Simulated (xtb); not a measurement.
# C2H6O2Si (SMILES [SiH3]OC1CO1) at GFN1-xTB

Aim: a geometry optimisation of C2H6O2Si. 

Program for the calculation: xtb 6.7.1.

5 further runs of the same task are left out: 1 that didn't finish, 4 set aside as unsound or not needed.

**1. The system as given**

The species is C2H6O2Si (11 atoms), meant as a singlet with charge 0. SMILES: `[SiH3]OC1CO1`. All atoms were displaced at random from a relaxed shape. The run starts from this shape.

Bond lengths: Si1–O2 1.574 Å, O2–C3 1.420 Å, C3–C4 1.452 Å, C3–O5 1.369 Å, C4–O5 1.455 Å, Si1–H6 1.392 Å, Si1–H7 1.434 Å, Si1–H8 1.540 Å, C3–H9 1.187 Å, C4–H10 1.101 Å, C4–H11 1.194 Å. Some angles: Si1–O2–C3 126.9°, O2–C3–C4 124.1°, O2–C3–O5 116.8°, C4–C3–O5 62.0°, C3–C4–O5 56.2°, C3–O5–C4 61.8°, O2–Si1–H6 98.0°, O2–Si1–H7 114.0°, O2–Si1–H8 107.4°, O2–C3–H9 111.4°.

**2. A geometry optimisation at GFN1-xTB**

detailed.inp reads:

```
$chrg 0
$spin 0
$end
```

mol.coord reads:

```
$coord
     -2.296092830465      1.419429983990      2.070516222969  si
     -0.265052986240      2.039241255606     -0.012150938981  o
      1.713830416946      0.435581871726     -0.859390749696  c
      1.315173793695     -1.876327966402     -2.283242692818  c
      2.000482972790     -1.817085052395      0.379797156527  o
     -3.493744556469      3.761348672978      2.123900985989  h
     -3.683567545688     -0.863869400611      1.612862350107  h
     -0.873601490153      0.984981947939      4.571965591397  h
      3.520125133169      1.617586665418     -1.468619555014  h
      2.661452479400     -2.674680562273     -3.653124057820  h
     -0.837054186903     -2.551508213470     -2.339839990250  h
$end
```

The run is started by

```
$ xtb mol.coord --opt tight --input detailed.inp --gfn 1 --parallel 1 > out.txt
```

**Question.** What will come out? Wanted: total energy at the end; dipole moment; HOMO energy; LUMO energy; HOMO–LUMO gap; dispersion energy.

**Answer.** As computed:

At GFN1-xTB:

| quantity | value |
| --- | --- |
| total energy at the end | -18.78725 Eh |
| dipole moment | 2.72 D |
| HOMO energy | -12.21 eV |
| LUMO energy | -5.08 eV |
| HOMO–LUMO gap | 7.13 eV |
| dispersion energy | -8.05 kJ/mol |

In words: At the final geometry: Bond lengths: Si1–O2 1.614 Å, O2–C3 1.377 Å, C3–C4 1.462 Å, C3–O5 1.383 Å, C4–O5 1.409 Å, Si1–H6 1.448 Å, Si1–H7 1.449 Å, Si1–H8 1.447 Å, C3–H9 1.091 Å, C4–H10 1.088 Å, C4–H11 1.087 Å. Some angles: Si1–O2–C3 175.4°, O2–C3–C4 119.4°, O2–C3–O5 117.4°, C4–C3–O5 59.3°, C3–C4–O5 57.5°, C3–O5–C4 63.2°, O2–Si1–H6 107.0°, O2–Si1–H7 108.5°, O2–Si1–H8 108.4°, O2–C3–H9 113.0°. The optimisation took 23 steps and changed the energy by -0.903 eV. Mulliken charges run from -0.45 on O5 to +0.42 on C3.
